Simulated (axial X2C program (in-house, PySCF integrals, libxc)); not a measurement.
# A two-component session on ScB⁺: EOM-EA-CCSD levels

Wanted for ScB⁺: EOM-EA-CCSD levels, at the two-component level.

Computed with an in-house X2C program for linear molecules on PySCF integrals. Level: two-component X2C with atomic mean-field terms, Sc dyall-acv3z, B dyall-av3z.

All values are calculated.

## Step 1: Set-up

task.json

```json
{"zs": [21, 5], "q": 1, "bas": ["dyall-acv3z", "dyall-av3z"], "r0": 2.33, "eom": "ea", "thr": -2.0, "nmax": 92, "grid": [1, 0.96, 1.045, 0.92, 1.09, 1.15]}
```

Keys: zs atomic numbers; q charge; bas basis sets; r0 starting distance in Å; eom kind of EOM run; thr threshold in hartree for freezing inner shells (an s shell follows its p shell); nmax most natural virtual spinors; grid distances as factors.

Launch:

```bash
$ python soeom.py task.json out
```

Further steps of the session: EOM-EA-CCSD at 2.108 Å.

Q: Predict the outcome of this session. Wanted: next root led by one particle; T1 of the reference; lowest state, Re and ωe.

The runs gave:

| quantity | value |
| --- | --- |
| lowest root at 2.108 Å | Ω = 3/2, 12.518 eV |
| next root led by one particle | Ω = 1/2, about 280 cm⁻¹ higher |
| T1 of the reference | 0.027 |
| lowest state, Re and ωe | 2.024 Å, 506 cm⁻¹ |

In words: The added electron is bound by 12.52 eV in a spinor of 50% Sc dπ, 42% B pπ. Errors of 0.1 to 0.3 eV are usual at this size, and roots led by higher excitations are left out, so the list is incomplete, and low states of that kind can be missing. T1 or the largest double amplitude of the reference is raised, which lowers the reliability.
